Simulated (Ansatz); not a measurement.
HfCo, space group Pm-3m: a comparison of functionals at one structure, run with the Python package of Ansatz (0.2.0).

Script `run_xc.py`:
```python
"""Functional comparison for HfCo (totals differ with the potentials too)."""

import csv

import ansatz as az
from pymatgen.core import Lattice, Structure
from pymatgen.io.ase import AseAtomsAdaptor

pmg_structure = Structure(
    Lattice([(3.164, 0.0, 0.0), (0.0, 3.164, 0.0), (0.0, 0.0, 3.164)]),
    ["Hf", "Co"],
    [
        (0.5, 0.5, 0.5),
        (0.0, 0.0, 0.0),
    ],
)
system = az.Crystal.from_ase(AseAtomsAdaptor.get_atoms(pmg_structure)).moments(Co=2.5)

job = system.calculation()
job = job.spin(az.SpinTreatment.COLLINEAR)
job = job.kpoints(spacing=0.23)
job = job.occupations(az.OccupationsMethod.FERMI_DIRAC, width=0.3)
job = job.stress()

rows = []
for value in ["pbesol", "blyp", "lda"]:
    r = job.functional(value).run(threads=1).report
    rows.append((value, r["free_energy_ev"] / len(r["lattice"]["sites"]), r["n_iterations"], sum(r["stress_gpa"][i][i] for i in range(3)) / 3, r["magnetization_mub"], r["n_kpoints"]))

with open("xc.csv", "w", newline="") as handle:
    writer = csv.writer(handle)
    writer.writerow(["functional", "F/atom (eV)", "iterations", "P (GPa)", "moment (muB)", "k-points"])
    writer.writerows([round(v, 5) if isinstance(v, float) else v for v in row] for row in rows)
print(open("xc.csv").read())
```

Which functional puts this cell under the lowest pressure, and which under the highest?

From lowest to highest: LDA (-12.2 GPa), PBEsol (-7.0 GPa) and BLYP (4.8 GPa). At a fixed cell a lower pressure usually means a smaller equilibrium volume, so LDA prefers the smallest cell and BLYP the largest.

The output:

Running `python run_xc.py` prints:
```text
DeckWarning: basis.ecutwfc = 420 eV, auto-derived from the records' recommended cutoffs: set by Hf (normal level)
RunWarning: the starting moments were not kept: the SCF closed with an absolute magnetisation of 4.9e-5 μB, where they sum to 2.5 μB in size (1 site). That is at most 0.1 of that sum. Measured as [...]
functional,F/atom (eV),iterations,P (GPa),moment (muB),k-points
pbesol,-10346.02078,14,-6.97387,-3e-05,35
blyp,-10440.18165,16,4.82799,-1e-05,35
lda,-10270.32722,14,-12.24223,0.0,35
```
(Warnings from the package without file and line, shortened, repeats left out.)

Caveats:
- The SCF didn't keep the moments it started from (some shrank, vanished or turned); what is printed is the state reached.
- BLYP can be off by several per cent in the lattices of metals, and by several GPa in the pressure at a fixed cell.
- The mesh is modest for a metal, so energies can be off by several to tens of meV an atom and pressures by half a GPa or more; differences at equal mesh fare better.
- The overall sign of a collinear moment is arbitrary, and semilocal functionals can give small moments to compounds that are paramagnetic.
- A Fermi-Dirac width this large means warm electrons, whose thermal share enters the free energy.
- Pressure is positive in compression.
- Spin-orbit coupling, which matters for elements this heavy, is left out.
- The starting cell is as deposited in a crystallographic database; the results hold for this polymorph, which needn't be the stable one.
- Total energies of different functionals can't be compared; pressures, moments and gaps at this one structure can.
- Wall time of the script: 23 s on 1 thread of Intel(R) Xeon(R) Gold 6455B (Sapphire Rapids) (shared host), peak memory 0.53 GiB.
